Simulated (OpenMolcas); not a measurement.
# La⁺: CASSCF terms and fine-structure levels

Wanted: the level scheme of La⁺ from active-space wave functions.

The numbers are computed with OpenMolcas 26.06 (state-averaged CASSCF, spin-orbit coupling by RASSI with atomic mean-field integrals), except any that are marked as measured or tabulated.

9 further runs of the same task are left out: 6 that didn't finish, 3 set aside as unsound or not needed.

**1. What is computed**

```
Species                           : La⁺ (lanthanum, Z = 57, 56 electrons)
Basis                             : ANO-R3 [9s7p7d3f2g1h], 115 functions
Scalar Hamiltonian                : X2C, finite nucleus
Inactive shells                   : 1s 2s 2p 3s 3p 3d 4s 4p 4d 5s 5p
Active space                      : 2 electrons in 6 orbitals (5d 6s)
Some configurations of this space : 6s², 5d 6s, 5d²
Orbitals                          : optimised for each spin and parity, averaged over the low roots
```

The outer shells:

6s2
```
6s [↑↓]
```

5d 6s
```
5d [↑ ][  ][  ][  ][  ]
6s [↑ ]
```

5d2
```
5d [↑ ][↑ ][  ][  ][  ]
```

The work runs as a chain of OpenMolcas steps in one folder; each step below is one input file. Labels, J, g values, rates, χT and fits are worked out afterwards by a script from the matrices that RASSI stores.

**2. Basis and integrals**

File a.inp:

```
&GATEWAY
Coord
1

La 0.0 0.0 0.0
Basis=ANO-R3
Group=XYZ
NoMove
AngMom=0.0 0.0 0.0
AMFI
&SEWARD
```

The run is started by

```sh
$ OMP_NUM_THREADS=1 MOLCAS_MEM=2252 MOLCAS_PROJECT=a pymolcas a.inp > a.log
```

The log of the run:

```text
Basis set label: LA.ANO-R...9S7P7D3F2G1H.

      Electronic valence basis set:
      ------------------
      Associated Effective Charge  57.000000 au
      Associated Actual Charge     57.000000 au
      Nuclear Model: Finite nucleus - Gaussian distribution
        Gaussian exponent, Xi/bohr**(-2):  1.74905E+08

      Shell  nPrim  nBasis  Cartesian Spherical Contaminant
         s      25       9        X
         p      18       7        X
         d      14       7                 X
         f       6       3                 X
         g       4       2                 X
         h       3       1                 X
                  Relativistic X2C integrals
                  Atomic mean-field integrals
```

**3. An attempt that fails**

File a.inp:

```
&RASSCF
FileOrb=start.orb
Symmetry=1
Spin=3
nActEl=2 0 0
Inactive=12 15
Ras2=6 0
CIRoot=15 15 1
SDav=15
CIMx=300
Iter=91 100
PrWF=0.3
OrbListing=Nothing
MaxOrb=0
Atom
CIOnly
>>> COPY $Project.JobIph JOB001
```

The end of its output:

```text
ry orbitals              82
      Spin quantum number                      1.0
      State symmetry                             1
Orbital specifications:
      -----------------------

      Symmetry species                           1   2
                                                ag  au
      Frozen orbitals                            0   0
      Inactive orbitals                         12  15
      Active orbitals                            6   0
      RAS1 orbitals                              0   0
      RAS2 orbitals                              6   0
      RAS3 orbitals                              0   0
      Secondary orbitals                        44  38
      Deleted orbitals                           0   0
      Number of basis functions                 62  53
      Number of CSFs                            15
      Number of root(s) required                15
      Iter CI   SX   CI       RASSCF       Energy    max ROT     max BLB   max BLB  Level Ln srch  Step   QN
          iter iter root      energy       change     param      element    value   shift minimum  type update
 Nr of preliminary CI iterations:   1
        1   1    0    0 -8467.72306205    0.00E+00   0.00E+00   10  16 2 -9.04E-01*  0.00   0.00    SX    NO
      Natural orbitals and occupation numbers for root  1
      sym 1:   1.000000   1.000000   0.000000   0.000000   0.000000  -0.000000
      Natural orbitals and occupation numbers for root  2
      sym 1:   1.000000   0.000000   1.000000   0.000000   0.000000   0.000000
      Natural orbitals and occupation numbers for root  3
      sym 1:   0.000000   1.000000   1.000000   0.000000  -0.000000   0.000000
::    RASSCF root number  1 Total energy:  -8474.76739532
::    RASSCF root number  2 Total energy:  -8471.29450522
::    RASSCF root number  3 Total energy:  -8471.29434272
::    RASSCF root number  4 Total energy:  -8469.06074897
::    RASSCF root number  5 Total energy:  -8469.05226338
::    RASSCF root number  6 Total energy:  -8469.05030195
::    RASSCF root number  7 Total energy:  -8469.04014123
::    RASSCF root number  8 Total energy:  -8469.03958697
::    RASSCF root number  9 Total energy:  -8469.03808206
::    RASSCF root number 10 Total energy:  -8465.25246892
::    RASSCF root number 11 Total energy:  -8465.23964769
::    RASSCF root number 12 Total energy:  -8465.23335727
--
  Molden files will not be produced
      Average orbitals are written to the RASORB file
--- Stop Module: rasscf at  /rc=_RC_ALL_IS_WELL_ ---
>>> COPY a.JobIph JOB001
.##################.
.# Happy landing! #.
.##################.
```

Diagnosis: The inactive counts of the gerade and ungerade irreps are swapped. The step is run again with the setting put right.

**4. Reference wave functions, triplets of even parity, 15 roots**

File a.inp:

```
&RASSCF
FileOrb=start.orb
Symmetry=1
Spin=3
nActEl=2 0 0
Inactive=15 12
Ras2=6 0
CIRoot=15 15 1
SDav=15
CIMx=300
Iter=120 100
PrWF=0.3
OrbListing=Nothing
MaxOrb=0
Atom
>>> COPY $Project.JobIph JOB001
```

start.orb holds the contracted functions of the basis, ordered by shell, or the orbitals of the step before.

The log of the run (excerpt; [...] marks lines left out):

```text
[...]
      Number of active orbitals                  6
[...]
      Spin quantum number                      1.0
[...]
      Active orbitals                            6   0
[...]
      Number of CSFs                            15
      Number of root(s) required                15
[...]
      Convergence after  4 iterations
[...]
      Natural orbitals and occupation numbers for root  1
      sym 1:   0.636163   0.363837   0.363837   0.636163  -0.000000   0.000000
      Natural orbitals and occupation numbers for root  2
      sym 1:   0.876781   0.000000   0.123219   0.123219   0.876781   0.000000
      Natural orbitals and occupation numbers for root  3
      sym 1:   0.992628   0.992628   0.007372  -0.000000   0.007372   0.000000
::    RASSCF root number  1 Total energy:  -8489.13893382
::    RASSCF root number  2 Total energy:  -8489.13893382
::    RASSCF root number  3 Total energy:  -8489.13893382
[...]
::    RASSCF root number 12 Total energy:  -8489.13305687
::    RASSCF root number 13 Total energy:  -8489.10754762
::    RASSCF root number 14 Total energy:  -8489.10754762
::    RASSCF root number 15 Total energy:  -8489.10754762
```

**5. CASSCF: singlets of even parity, 21 roots**

File a.inp:

```
&RASSCF
FileOrb=start.orb
Symmetry=1
Spin=1
nActEl=2 0 0
Inactive=15 12
Ras2=6 0
CIRoot=21 21 1
SDav=21
CIMx=300
Iter=120 100
PrWF=0.3
OrbListing=Nothing
MaxOrb=0
Atom
>>> COPY $Project.JobIph JOB002
```

The log of the run (excerpt; [...] marks lines left out):

```text
[...]
      Number of active orbitals                  6
[...]
      Spin quantum number                      0.0
[...]
      Active orbitals                            6   0
[...]
      Number of CSFs                            21
      Number of root(s) required                21
[...]
      Convergence after  8 iterations
[...]
      Natural orbitals and occupation numbers for root  1
      sym 1:   0.006673   0.205609   0.018565   0.286362   0.858348   0.624443
      Natural orbitals and occupation numbers for root  2
      sym 1:   0.841924   0.004622   0.213301   0.012877   0.280721   0.646555
      Natural orbitals and occupation numbers for root  3
      sym 1:   0.001858   0.810310   0.226931   0.269855   0.005185   0.685861
::    RASSCF root number  1 Total energy:  -8489.13691863
::    RASSCF root number  2 Total energy:  -8489.13691863
::    RASSCF root number  3 Total energy:  -8489.13691863
[...]
::    RASSCF root number 18 Total energy:  -8489.07758547
::    RASSCF root number 19 Total energy:  -8489.07758547
::    RASSCF root number 20 Total energy:  -8489.07758547
::    RASSCF root number 21 Total energy:  -8489.01942246
```

**6. State interaction with spin-orbit coupling**

File a.inp:

```
&RASSI
NrOfJobIphs=2 15 21
1 2 3 4 5 6 7 8 9 10 11 12 13 14 15
1 2 3 4 5 6 7 8 9 10 11 12 13 14 15 16 17 18 19 20 21
IphNames
JOB001
JOB002
EJob
SpinOrbit
DIPRint=1.0
SOCoupling=1000.0
Subsets=2
MEES
Property=10
'ANGMOM' 1 'ANGMOM' 2 'ANGMOM' 3 'MLTPL  1' 1 'MLTPL  1' 2 'MLTPL  1' 3
'AMFI' 1 'AMFI' 2 'AMFI' 3 'MLTPL  2' 6
SOProperty=3
'ANGMOM' 1 'ANGMOM' 2 'ANGMOM' 3
```

The run is started by

```sh
$ OMP_NUM_THREADS=1 MOLCAS_MEM=2252 MOLCAS_PROJECT=a pymolcas a.inp > a.log
```

The log of the run:

```text
SPIN-FREE ENERGIES:
  (Shifted by EMIN (a.u.) =      -8489.1389338179)

 SF State       Relative EMIN(au)   Rel lowest level(eV)    D:o, cm**(-1)      L_eff

     1             0.0000000000        0.0000000000              0.0000         3.0
     2             0.0000000000        0.0000000000              0.0000         3.0
     3             0.0000000000        0.0000000000              0.0000         3.0
     4             0.0000000000        0.0000000000              0.0000         3.0
     5             0.0000000000        0.0000000000              0.0000         3.0
     6             0.0000000000        0.0000000000              0.0000         3.0
     7             0.0000000000        0.0000000000              0.0000         3.0
    16             0.0020151842        0.0548359563            442.2818         2.0
    17             0.0020151842        0.0548359563            442.2818         2.0
    18             0.0020151842        0.0548359563            442.2818         2.0
    19             0.0020151842        0.0548359563            442.2818         2.0
    20             0.0020151842        0.0548359563            442.2818         2.0
     8             0.0058769492        0.1599199352           1289.8413         2.0
     9             0.0058769492        0.1599199352           1289.8413         2.0
    10             0.0058769492        0.1599199352           1289.8413         2.0
    11             0.0058769492        0.1599199352           1289.8413         2.0
    12             0.0058769492        0.1599199352           1289.8413         2.0
    15             0.0313861960        0.8540619018           6888.4738         1.0
    13             0.0313861960        0.8540619018           6888.4738         1.0
    14             0.0313861960        0.8540619018           6888.4738         1.0
    21             0.0367357619        0.9996310057           8062.5678         0.0
    22             0.0411854672        1.1207136565           9039.1652         4.0
    23             0.0411854672        1.1207136565           9039.1652         4.0
    24             0.0411854672        1.1207136565           9039.1652         4.0
    25             0.0411854672        1.1207136565           9039.1652         4.0
    26             0.0411854672        1.1207136565           9039.1652         4.0
    27             0.0411854672        1.1207136565           9039.1652         4.0
    28             0.0411854672        1.1207136565           9039.1652         4.0
    29             0.0411854672        1.1207136565           9039.1652         4.0
    30             0.0411854672        1.1207136565           9039.1652         4.0
    31             0.0613483480        1.6693735934          13464.4061         2.0
    32             0.0613483480        1.6693735934          13464.4061         2.0
    33             0.0613483480        1.6693735934          13464.4061         2.0
    34             0.0613483480        1.6693735934          13464.4061         2.0
    35             0.0613483480        1.6693735934          13464.4061         2.0
    36             0.1195113619        3.2520698300          26229.7121         0.0
     Dipole printing threshold changed to   1.00000000E+00
Eigenvalues of complex Hamiltonian:
   -----------------------------------
  (Shifted by EMIN (a.u.) =      -8489.1389338179)

 SO State       Relative EMIN(au)   Rel lowest level(eV)    D:o, cm**(-1)     J-value

     1            -0.0060846127        0.0000000000              0.0000         1.7
     2            -0.0060846127        0.0000000000              0.0000         1.6
     3            -0.0060846127        0.0000000000              0.0000         1.6
     4            -0.0060846127        0.0000000000              0.0000         1.3
     5            -0.0060846127        0.0000000000              0.0000         1.6
     6            -0.0012278546        0.1321591203           1065.9352         2.6
     7            -0.0012278546        0.1321591203           1065.9352         2.7
     8            -0.0012278546        0.1321591203           1065.9352         2.6
     9            -0.0012278546        0.1321591203           1065.9352         2.5
    10            -0.0012278546        0.1321591203           1065.9352         1.7
    11            -0.0012278546        0.1321591203           1065.9352         1.6
    12            -0.0012278546        0.1321591203           1065.9352         2.6
    13             0.0016869517        0.2114750421           1705.6612         1.8
    14             0.0016869517        0.2114750422           1705.6612         1.7
    15             0.0016869517        0.2114750421           1705.6612         1.3
    16             0.0016869517        0.2114750422           1705.6612         1.6
    17             0.0016869517        0.2114750422           1705.6612         1.3
    18             0.0021933853        0.2252558013           1816.8106         0.6
    19             0.0021933853        0.2252558013           1816.8106         1.0
    20             0.0021933853        0.2252558013           1816.8106         0.6
    21             0.0035265272        0.2615324415           2109.4014         2.9
    22             0.0035265272        0.2615324415           2109.4014         3.8
    23             0.0035265272        0.2615324415           2109.4014         3.4
    24             0.0035265272        0.2615324415           2109.4014         3.4
    25             0.0035265272        0.2615324415           2109.4014         3.0
    26             0.0035265272        0.2615324415           2109.4014         2.1
    27             0.0035265272        0.2615324415           2109.4014         3.0
    28             0.0035265272        0.2615324415           2109.4014         3.4
    29             0.0035265272        0.2615324415           2109.4014         3.4
    30             0.0057324902        0.3215597512           2593.5543         1.3
    31             0.0057324902        0.3215597512           2593.5543         1.8
    32             0.0057324902        0.3215597512           2593.5543         1.8
    33             0.0057324902        0.3215597512           2593.5543         1.2
    34             0.0057324902        0.3215597512           2593.5543         1.7
    35             0.0083326585        0.3923139368           3164.2253         2.4
    36             0.0083326585        0.3923139368           3164.2253         2.8
    37             0.0083326585        0.3923139368           3164.2253         1.4
    38             0.0083326585        0.3923139368           3164.2253         2.6
    39             0.0083326585        0.3923139368           3164.2253         1.4
    40             0.0083326585        0.3923139368           3164.2253         2.8
    41             0.0083326585        0.3923139368           3164.2253         2.7
Weights of the five most important spin-orbit-free states for each spin-orbit state.

 SO State  Total energy (au)           Spin-free states, spin, and weights
 -------------------------------------------------------------------------------------------------------
    1        -0.006085       7 1.0  0.1962    5 1.0  0.1599    6 1.0  0.1516    1 1.0  0.1235    3 1.0  0.1085
    2        -0.006085       1 1.0  0.1691    6 1.0  0.1493    3 1.0  0.1476    5 1.0  0.1259    7 1.0  0.1099
    3        -0.006085       7 1.0  0.2301    4 1.0  0.1534    6 1.0  0.1493    3 1.0  0.1349    5 1.0  0.1207
    4        -0.006085       1 1.0  0.2155    3 1.0  0.1819    2 1.0  0.1789    6 1.0  0.1079    4 1.0  0.1012
    5        -0.006085       2 1.0  0.2717    4 1.0  0.1973    5 1.0  0.1466    1 1.0  0.0732   19 0.0  0.0706
    6        -0.001228       7 1.0  0.4525    5 1.0  0.1469    3 1.0  0.1201    4 1.0  0.1197    2 1.0  0.0673
    7        -0.001228       7 1.0  0.3025    4 1.0  0.2873    2 1.0  0.1295    1 1.0  0.1248    3 1.0  0.1242
    8        -0.001228       6 1.0  0.2816    3 1.0  0.2229    5 1.0  0.2015    2 1.0  0.1255    4 1.0  0.0724
    9        -0.001228       6 1.0  0.2895    2 1.0  0.2167    5 1.0  0.1971    3 1.0  0.1302    4 1.0  0.0707
   10        -0.001228       5 1.0  0.3231    1 1.0  0.1911    4 1.0  0.1587    2 1.0  0.1480    3 1.0  0.0820
   11        -0.001228       6 1.0  0.2896    3 1.0  0.2581    2 1.0  0.2449    4 1.0  0.1194    1 1.0  0.0470
   12        -0.001228       1 1.0  0.5211    4 1.0  0.1717    5 1.0  0.1062    2 1.0  0.0681    3 1.0  0.0624
```

These steps: 17 s of run time, 1 thread of Arm Neoverse V2, shared host.

Spin-free terms, from the roots grouped by L:

| configuration | term | E (eV) |
| --- | --- | --- |
| 5d² | ³F | 0.0000 |
| 5d² | ¹D | 0.0548 |
| 5d 6s | ³D | 0.1599 |
| 5d² | ³P | 0.8541 |
| 6s² | ¹S | 0.9996 |
| 5d² | ¹G | 1.1207 |
| 5d 6s | ¹D | 1.6694 |
| 5d² | ¹S | 3.2521 |

Levels with spin-orbit coupling, from the RASSI matrices grouped by J:

```
Configuration  Term  J  E (eV)      g  Leading %
          5d²    ³F  2  0.0000  0.710         87
          5d²    ³F  3  0.1322  1.084        100
          5d²    ¹D  2  0.2115  1.013         61
        5d 6s    ³D  1  0.2253  0.499        100
          5d²    ³F  4  0.2615  1.250        100
        5d 6s    ³D  2  0.3216  1.114         71
        5d 6s    ³D  3  0.3923  1.334        100
          5d²    ³P  0  0.9222                91
          5d²    ³P  1  0.9862  1.501        100
          5d²    ³P  2  1.0546  1.494         99
          6s²    ¹S  0  1.1873                92
          5d²    ¹G  4  1.2906  1.001        100
        5d 6s    ¹D  2  1.8447  1.003         99
          5d²    ¹S  0  3.4261               100
```

Orbitals of the lowest block:

| shell | space | energy (hartree) | mean occupation | ⟨r²⟩ (bohr²) |
| --- | --- | --- | --- | --- |
| 1s | inactive | -1437.7551 | 2.000 | 0.000839 |
| 2s | inactive | -232.9820 | 2.000 | 0.0135 |
| 2p | inactive | -208.7793 | 6.000 | 0.0108 |
| 3s | inactive | -51.6524 | 2.000 | 0.0920 |
| 3p | inactive | -43.7190 | 6.000 | 0.0921 |
| 3d | inactive | -32.2243 | 10.000 | 0.0791 |
| 4s | inactive | -11.2789 | 2.000 | 0.482 |
| 4p | inactive | -8.5889 | 6.000 | 0.543 |
| 4d | inactive | -4.5525 | 10.000 | 0.682 |
| 5s | inactive | -1.9685 | 2.000 | 2.81 |
| 5p | inactive | -1.2115 | 6.000 | 3.73 |
| 5d | RAS2 |  | 1.667 | 9.86 |
| 6s | RAS2 |  | 0.333 | 19.8 |

Transitions at CASSCF energies (vacuum wavelengths; branching counts decays inside the model space alone):

| upper | lower | type | λ (nm) | A (s-1) | branching % |
| --- | --- | --- | --- | --- | --- |
| 5d² ¹S₀ | 5d² ³F₂ | E2 | 361.9 | 7.00e-01 | 3.2 |
| 5d² ¹S₀ | 5d² ¹D₂ | E2 | 385.7 | 5.87e+00 | 27.0 |
| 5d² ¹S₀ | 5d 6s ³D₂ | E2 | 399.4 | 1.21e+00 | 5.5 |
| 5d² ¹S₀ | 5d² ³P₁ | M1 | 508.2 | 1.41e+00 | 6.5 |
| 5d² ¹S₀ | 5d² ³P₂ | E2 | 522.8 | 4.54e-01 | 2.1 |
| 5d 6s ¹D₂ | 5d² ³F₂ | M1 | 672.1 | 6.14e-02 | 8.1 |
| 5d 6s ¹D₂ | 5d² ³F₂ | E2 | 672.1 | 3.91e-02 | 5.1 |
| 5d 6s ¹D₂ | 5d² ³F₃ | M1 | 724 | 1.27e-01 | 16.7 |
| 5d 6s ¹D₂ | 5d² ¹D₂ | E2 | 759.1 | 1.60e-01 | 21.0 |
| 5d 6s ¹D₂ | 5d 6s ³D₁ | M1 | 765.6 | 8.48e-02 | 11.1 |
| 5d² ¹S₀ | 5d 6s ¹D₂ | E2 | 784 | 1.21e+01 | 55.7 |
| 5d 6s ¹D₂ | 5d 6s ³D₂ | E2 | 814 | 7.13e-02 | 9.4 |
| 5d 6s ¹D₂ | 5d 6s ³D₃ | M1 | 853.6 | 6.34e-02 | 8.3 |
| 5d² ¹G₄ | 5d² ³F₃ | M1 | 1070 | 6.88e-02 | 35.4 |
| 5d² ¹G₄ | 5d² ¹D₂ | E2 | 1149 | 3.10e-02 | 16.0 |
| 5d² ¹G₄ | 5d² ³F₄ | M1 | 1205 | 8.01e-02 | 41.2 |
| 6s² ¹S₀ | 5d² ¹D₂ | E2 | 1270 | 3.88e-01 | 81.8 |
| 5d² ³P₂ | 5d² ¹D₂ | M1 | 1470 | 5.82e-02 | 27.1 |
| 5d² ³P₂ | 5d² ³F₄ | E2 | 1563 | 4.07e-02 | 18.9 |
| 5d 6s ¹D₂ | 5d² ³P₂ | M1 | 1569 | 6.33e-02 | 8.3 |
| 5d² ³F₃ | 5d² ³F₂ | M1 | 9381 | 2.72e-02 | 100.0 |
| 5d² ³F₄ | 5d² ³F₃ | M1 | 9583 | 2.30e-02 | 100.0 |

**7. Comparison with measured levels**

A. CASSCF

Energies in eV above each method's lowest level; measured values from NIST Handbook of Basic Atomic Spectroscopic Data.

| level | A | measured |
| --- | --- | --- |
| 5d² ³F₂ | 0.0000 | 0.0000 |
| 5d² ³F₃ | 0.1322 | 0.1260 |
| 5d² ¹D₂ | 0.2115 |  |
| 5d 6s ³D₁ | 0.2253 | 0.2350 |
| 5d² ³F₄ | 0.2615 | 0.2443 |
| 5d 6s ³D₂ | 0.3216 | 0.3213 |
| 5d 6s ³D₃ | 0.3923 | 0.4030 |
| 5d² ³P₀ | 0.9222 | 0.6509 |
| 5d² ³P₁ | 0.9862 | 0.7090 |
| 5d² ³P₂ | 1.0546 | 0.7721 |
| 6s² ¹S₀ | 1.1873 | 0.9168 |
| 5d² ¹G₄ | 1.2906 | 0.9266 |
| 5d 6s ¹D₂ | 1.8447 |  |
| 5d² ¹S₀ | 3.4261 |  |

Mean absolute deviation from the 10 measured excited levels that all methods hold: A 1200 cm⁻¹.

**8. Summary of results**

| quantity | value |
| --- | --- |
| method | CASSCF |
| lowest level | 5d² ³F₂, 87 % of that term, g = 0.710 |
| ground level listed by NIST | 3F2 |
| first excited level | 5d² ³F₃ at 0.1322 eV |
| lowest level of another term | 5d² ¹D₂ at 0.2115 eV |
| spin-orbit lowering of the lowest level | 0.1656 eV |
| strongest of the lines computed, by gA (one parity, so forbidden lines), at CASSCF energies | 5d² ¹S₀ → 5d 6s ¹D₂, 784 nm, A = 1.21e+01 s⁻¹ |

**Reading.** The multiplet ³F is regular; its intervals divided by the larger J differ by 31 % of their mean, where Landé's rule for pure LS coupling makes them equal. The computed levels miss the measured ones by 1200 cm⁻¹ on average. Only the configurations of the active space and the roots asked for are present. Configurations with different d counts are hard to place against each other, and can be off by thousands to tens of thousands of cm-1. Only valence configurations of the active space appear, up to the ionisation limit; * or ° marks odd parity.
